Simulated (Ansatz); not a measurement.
# W (W (110), 5 layers): how the settings move a single-point run

Question: which choices in the input matter for W (W (110), 5 layers)?

Method: reference: DFT, r2SCAN, PAW with Ansatz's default frozen-core files, scalar-relativistic, in Ansatz 0.2.0.

## 1. The system as given

Symmetry: Cmmm, No. 65, orthorhombic system. The conventional cell has a = 3.169 Å, b = 4.481 Å, c = 24.962 Å, α = 90.00°, β = 90.00°, γ = 90.00°. W (site symmetry mm2) is surrounded by 6 W at 2.68 to 2.74 Å. W (site symmetry mm2) has 8 W at 2.68 to 2.75 Å as nearest neighbours. W (site symmetry mmm) has 8 W at 2.74 to 2.75 Å as nearest neighbours.

As a file:

```cif
data_structure
_symmetry_space_group_name_H-M 'Cmmm'
_symmetry_Int_Tables_number 65
_cell_length_a 3.1687
_cell_length_b 4.4812
_cell_length_c 24.9623
_cell_angle_alpha 90.000
_cell_angle_beta 90.000
_cell_angle_gamma 90.000
_cell_volume 354.45
loop_
_atom_site_label
_atom_site_type_symbol
_atom_site_symmetry_multiplicity
_atom_site_Wyckoff_symbol
_atom_site_fract_x
_atom_site_fract_y
_atom_site_fract_z
_atom_site_occupancy
W1 W 4 k 0.00000 0.00000 0.32352 1
W2 W 4 l 0.50000 0.00000 0.40999 1
W3 W 2 d 0.00000 0.00000 0.50000 1
```

## 2. Baseline

Contents of input.yaml:

```yaml
crystal:
  lattice:
    - [2.7441359822, 0.0, 0.0]
    - [-0.9147119941, 2.5871962153, 0.0]
    - [0.0, 0.0, 24.9623]
  atoms:
    - { symbol: W, position: [0.0, 0.0, 0.3235203525] }
    - { symbol: W, position: [0.5, 0.5, 0.4099940303] }
    - { symbol: W, position: [0.0, 0.0, 0.5000000005] }
    - { symbol: W, position: [0.5, 0.5, 0.5900059694] }
    - { symbol: W, position: [0.0, 0.0, 0.6764796474] }
  periodic: [true, true, false]
kpoints:
  mp_grid: { grid: [13, 13, 1] }
scf:
  occupations: { method: fermi_dirac, width: 0.05 }
hamiltonian:
  xc: r2scan
  pseudopotentials: { kind: paw }
output:
  forces: true
  stress: true
  eigenvalues: true
```

On the command line:

```
$ ansatz run input.yaml --threads 2 --pin off --max-ram 4096MiB --backend cpu --events-out ev --progress --plain --runs-dir out
```

## 3. Variant: mp_grid.grid [20, 20, 1]

input.yaml: that of step 2 with these lines changed.

```diff
@@ -13,3 +13,3 @@
 kpoints:
-  mp_grid: { grid: [13, 13, 1] }
+  mp_grid: { grid: [20, 20, 1] }
 scf:
@@ -23 +23,5 @@
   eigenvalues: true
+  write_density: true
+  write_potential: true
+  elf: true
+  volumetric_format: npy
```

**Question.** What will these runs give? Wanted: for each run, ending; energy change; gap; force.

The runs gave:

| run | ending | energy change | gap (eV) | force (eV/Å) | cycles | time |
| --- | --- | --- | --- | --- | --- | --- |
| reference | converged | 0 | 0.00 | 0.00 | 8 | 22 s |
| 1: mp_grid.grid [20, 20, 1] | converged | +2.0 meV/atom | 0.00 | 0.01 | 8 | 61 s |

Times don't compare one to one where runs were asked for different outputs or read a saved state (see the inputs); cycles may leave out searches for a lower state.

Residual by cycle in the longest SCF loop of each run; runs are numbered as in the table. The quantity is the density residual dr2, in eV.

| cycle | reference | run 1 |
| --- | --- | --- |
| 1 | 0.993 | 1.18 |
| 2 | 0.0523 | 0.0333 |
| 3 | 0.00472 | 0.00301 |
| 4 | 6.1e-4 | 4.5e-4 |
| 5 | 8.5e-6 | 8.7e-6 |
| 6 | 2.1e-6 | 2.6e-6 |
| 7 | 2.5e-7 | 2.1e-7 |
| 8 | 5.7e-8 | 1.5e-8 |

Changing the k-point mesh moves the energy by +2.0 meV/atom. Sampling errors of the energy have no fixed sign.
